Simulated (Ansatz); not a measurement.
Born–Oppenheimer molecular dynamics of a periodic cell of 13 atoms, Mg$_{12}$B (host Mg, host structure P6_3/mmc, interstitial B). It starts from a relaxed structure.

Theory: DFT PBE, scalar-relativistic, plane waves, PAW (Ansatz 0.2.0). Settings: accuracy low, cutoff 420 eV, k mesh 2x2x2, fermi-dirac smearing 0.1 eV, no spin polarisation.

| Property | Result |
| --- | --- |
| ensemble | NVT, Nosé–Hoover chain |
| time step | 1 fs |
| steps asked | 180 |
| set temperature | 900 K |
| thermostat | time constant 200 fs, chain length 1 |
| seed | 968819 |

First frame:

```xyz
13
Lattice="6.4070 0.0000 0.0000 -4.8053 8.3229 0.0000 0.0000 0.0000 5.2015" Properties=species:S:1:pos:R:3
Mg -0.011 1.823 1.304
Mg 1.608 0.971 3.913
Mg -1.571 4.587 1.275
Mg 0.026 3.607 3.962
Mg -3.207 7.450 1.284
Mg -1.598 6.531 3.942
Mg 3.206 1.801 1.287
Mg 4.827 0.948 3.898
Mg 1.607 4.564 1.252
Mg 3.213 3.646 3.909
Mg -0.021 7.486 1.234
Mg 1.581 6.504 3.919
B -3.199 5.548 2.596
```

**Question.** What does the run give?

**Answer.** All steps were run.

- steps done: 180
- time covered: 180 fs
- mean temperature over the second half: 521 K
- spread of the potential energy over the second half: 12.6 meV per atom
- mean potential energy of the second half above the start: 57.3 meV per atom

The conserved energy stayed within 0.033 meV per atom of its start (net change 0.028 meV per atom), so the integration is sound. The mean temperature of the second half is 42 % below the set value. A run of 0.18 ps of so small a system gives no equilibrium averages. Limits of this set-up: coarse k mesh, odd electron count without spin, low accuracy level.

**Question.** What happens to the structure?

**Answer.** Mean squared displacements from the first frame to the last, about the centre of mass: Mg 0.08 Å², B 0.02 Å². The details hang on the random start.

**Question.** How do temperature and energy run in time?

**Answer.** 
```json
{"time (fs)": "0.0", "T (K)": "900", "potential energy less start (eV)": "0.000", "conserved less start (meV/atom)": "0.00"}
{"time (fs)": "15.0", "T (K)": "661", "potential energy less start (eV)": "0.372", "conserved less start (meV/atom)": "0.01"}
{"time (fs)": "30.0", "T (K)": "271", "potential energy less start (eV)": "0.978", "conserved less start (meV/atom)": "0.03"}
{"time (fs)": "45.0", "T (K)": "234", "potential energy less start (eV)": "1.039", "conserved less start (meV/atom)": "0.03"}
{"time (fs)": "60.0", "T (K)": "427", "potential energy less start (eV)": "0.750", "conserved less start (meV/atom)": "0.01"}
{"time (fs)": "75.0", "T (K)": "462", "potential energy less start (eV)": "0.714", "conserved less start (meV/atom)": "0.01"}
{"time (fs)": "90.0", "T (K)": "382", "potential energy less start (eV)": "0.857", "conserved less start (meV/atom)": "0.02"}
{"time (fs)": "105.0", "T (K)": "348", "potential energy less start (eV)": "0.932", "conserved less start (meV/atom)": "0.02"}
{"time (fs)": "120.0", "T (K)": "410", "potential energy less start (eV)": "0.860", "conserved less start (meV/atom)": "0.02"}
{"time (fs)": "135.0", "T (K)": "579", "potential energy less start (eV)": "0.636", "conserved less start (meV/atom)": "0.02"}
{"time (fs)": "150.0", "T (K)": "703", "potential energy less start (eV)": "0.498", "conserved less start (meV/atom)": "0.02"}
{"time (fs)": "165.0", "T (K)": "661", "potential energy less start (eV)": "0.624", "conserved less start (meV/atom)": "0.02"}
{"time (fs)": "180.0", "T (K)": "456", "potential energy less start (eV)": "0.995", "conserved less start (meV/atom)": "0.03"}
```

The run took 27 min on 1 thread of Arm Neoverse N1, with other jobs on the host, peak memory 0.61 GiB.
